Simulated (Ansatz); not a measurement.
**C₂Cl₂N₂O₂Zr: ionisation energy by level of theory**

The task here is to estimate one member of a computed series from the others.

Program: Ansatz 0.2.0, Gaussian basis. Level of theory: unrestricted cation, the program's frozen cores in correlated methods. These are calculated values, not measurements.

The runs, in order: UKS PBE-D4/def2-TZVPP; UKS r2SCAN-D4/def2-TZVPP; UKS PBE0-D4/def2-TZVPP; UKS B3LYP-D4/def2-TZVPP; UKS wB97X-V/def2-TZVPP; UKS wB97M-V/def2-TZVPP; UKS B2PLYP/def2-TZVPP; UHF-CCSD(T)/def2-TZVPP; UHF-MP2/def2-QZVPP; extrapolation to the limit; then −ε(HOMO) from the neutral's earlier runs with LDA (SPW92), PBE-D4, revPBE-D4, BLYP-D4, r2SCAN-D4, B97M-V, PBE0-D4, B3LYP-D4, r2SCANh-D4, r2SCAN0-D4, HSE06-D4, BHLYP-D4, CAM-B3LYP-D4, LC-ωPBE, ωB97X-V, ωB97M-V.

2 further runs of the same task are left out: 2 for a known fault of the program.

### The geometry

An earlier PBE0-D4 in a triple-zeta def2 set relaxation fixed the geometry. Zr takes the def2 core potential; no spin-orbit term is included.

9 atoms, charge 0, spin multiplicity 1.

Atoms are counted from 1 here; the program's logs count them from 0.

Bond lengths: O1–C2 1.160 Å, C2–N3 1.206 Å, N3–Zr4 2.009 Å, Zr4–Cl5 2.329 Å, Zr4–Cl6 2.329 Å, Zr4–N7 2.009 Å, N7–C8 1.206 Å, C8–O9 1.160 Å. Angles: O1–C2–N3 179.9°, C2–N3–Zr4 179.2°, N3–Zr4–Cl5 109.4°, N3–Zr4–Cl6 109.4°, N3–Zr4–N7 108.7°, Cl5–Zr4–Cl6 110.5°, Cl5–Zr4–N7 109.4°, Cl6–Zr4–N7 109.4°, Zr4–N7–C8 179.4°, N7–C8–O9 179.9°.

Set-up of the first run:

Contents of in.yaml:

```yaml
crystal:
  periodic: [false, false, false]
  atoms:
    - {symbol: O, position_ang: [-1.090127, -0.716853, -3.683157]}
    - {symbol: C, position_ang: [-0.881792, -0.315664, -2.614872]}
    - {symbol: N, position_ang: [-0.664522, 0.100225, -1.504361]}
    - {symbol: Zr, position_ang: [-0.319604, 0.816562, 0.340974]}
    - {symbol: Cl, position_ang: [-2.345947, 1.085542, 1.457653]}
    - {symbol: Cl, position_ang: [0.801846, 2.851996, 0.183982]}
    - {symbol: N, position_ang: [0.823311, -0.500656, 1.339024]}
    - {symbol: C, position_ang: [1.508668, -1.283596, 1.947869]}
    - {symbol: O, position_ang: [2.168146, -2.037565, 2.532867]}
basis:
  gaussian: {orbitals: def2-TZVPP}
total_charge: 1
magnetization: {spin_polarized: true, initial_magnetization: 1}
hamiltonian: {xc: pbe, dispersion: d4}
```

On the command line:

```
ansatz run in.yaml --threads 2 --pin off --events-out ev --progress --plain --max-ram 32768MiB --backend cuda --devices 0, --max-vram 18GiB
```

Steps of the session up to this table: Cation, UKS PBE-D4/def2-TZVPP; Cation, UKS r2SCAN-D4/def2-TZVPP; Cation, UKS PBE0-D4/def2-TZVPP; Cation, UKS B3LYP-D4/def2-TZVPP; Cation, UKS wB97X-V/def2-TZVPP; Cation, UKS wB97M-V/def2-TZVPP; Cation, UKS B2PLYP (frozen core)/def2-TZVPP; Cation, UHF-CCSD(T)/def2-TZVPP; Cation, UHF-MP2/def2-QZVPP.

One of the session's tables, all rows but one given; the rest of the session is left out.

Orbital estimates, from the neutral's runs:

```
  functional  −ε(HOMO) (eV)
 LDA (SPW92)              ?
      PBE-D4           7.82
   revPBE-D4           7.73
     BLYP-D4           7.66
   r2SCAN-D4           8.15
      B97M-V           8.14
     PBE0-D4           9.19
    B3LYP-D4           8.93
  r2SCANh-D4           8.66
  r2SCAN0-D4           9.43
    HSE06-D4           8.79
    BHLYP-D4          10.46
CAM-B3LYP-D4          10.52
     LC-ωPBE          11.84
     ωB97X-V          11.47
     ωB97M-V          11.35
```

Q: Estimate the row for LDA (SPW92) from the others.

**Answer.** −ε(HOMO) (eV): 8.06. In the column «−ε(HOMO) (eV)» it lies between PBE-D4 (7.82) and B97M-V (8.14).
